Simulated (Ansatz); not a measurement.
# ClF4HZr: the cost of one run

Method: RKS r2SCAN/def2-SVP, in Ansatz 0.2.0.

## 1. The structure to begin with

Bond lengths: Zr1–F2 2.330 Å, Zr1–F3 1.980 Å, Zr1–F4 1.979 Å, Zr1–F5 1.979 Å, Zr1–Cl6 2.820 Å. Angles: F2–Zr1–F3 109.4°, F2–Zr1–F4 109.5°, F2–Zr1–F5 109.5°, F2–Zr1–Cl6 71.6°, F3–Zr1–F4 109.5°, F3–Zr1–F5 109.5°, F3–Zr1–Cl6 178.9°, F4–Zr1–F5 109.5°, F4–Zr1–Cl6 70.0°, F5–Zr1–Cl6 70.0°.

As a file:

```xyz
7

Zr    0.0000    0.0000    0.0000
F     0.0000    0.0000    2.3300
F     1.8671    0.0000   -0.6593
F    -0.9326    1.6157   -0.6593
F    -0.9326   -1.6157   -0.6593
Cl   -2.6761    0.0000    0.8892
H    -1.3106    0.0000    2.1347
```

## 2. Pulling towards end A

Springs on the bonds that form and break draw the guess towards this end; the thresholds are loose.

input.yaml

```yaml
crystal:
  periodic: [false, false, false]
  atoms:
    - { symbol: Zr, position_ang: [0.0, 0.0, 0.0] }
    - { symbol: F, position_ang: [0.0, 0.0, 2.33] }
    - { symbol: F, position_ang: [1.8671, 0.0, -0.6593] }
    - { symbol: F, position_ang: [-0.9326, 1.6157, -0.6593] }
    - { symbol: F, position_ang: [-0.9326, -1.6157, -0.6593] }
    - { symbol: Cl, position_ang: [-2.6761, 0.0, 0.8892] }
    - { symbol: H, position_ang: [-1.3106, 0.0, 2.1347] }
basis:
  gaussian: { orbitals: def2-SVP }
hamiltonian:
  xc: r2scan
relax:
  f_tol: 0.15
  max_steps: 25
  restrain:
    - { distance: [0, 5], at: 3.72, k: 30.0 }
    - { distance: [6, 1], at: 2.12, k: 30.0 }
    - { distance: [0, 1], at: 1.98, k: 30.0 }
    - { distance: [6, 5], at: 1.37, k: 30.0 }
output:
  orbitals: {}
```

Launch:

```sh
$ ansatz run input.yaml --threads 4 --pin off --max-ram 5120MiB --backend cpu --events-out ev --progress --plain --runs-dir out
```

What time and memory should one allow on 4 threads of Arm Neoverse V2, shared host?

About 21 s, with a peak of 0.2 GiB.
